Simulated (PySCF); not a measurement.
# H2Ir (IrH2): the cost of one run

Computed with PySCF 2.14.0 and routines of our own; the level stands in each step. Atoms count from 0.

## (1) The starting structure

3 atoms, charge 0, multiplicity 2; geometry from: GFN2-xTB.

## (2) Geometry optimisation at PBE0-D3(BJ)/def2-SVP

Job settings and geometry (Å):

```
{"job": {"xc": "PBE0", "basis": "def2-SVP", "d3": "d3bj", "grid": 1, "maxiter": 30, "shake": 0.01, "kind": "geom"}, "charge": 0, "multiplicity": 2}
Ir     0.006840     0.642510     0.002410
H     -1.141800    -0.369350    -0.012720
H      1.140970    -0.308090    -0.008880
```

Run with:

```console
$ OMP_NUM_THREADS=1 python heavy_run.py task.json out
```

This one command runs all jobs of the session in turn.

**Question.** How long does this first job take on 1 thread of Arm Neoverse N1, shared host, and how much memory does it need?

About 13 s, with a peak of 0.25 GiB.
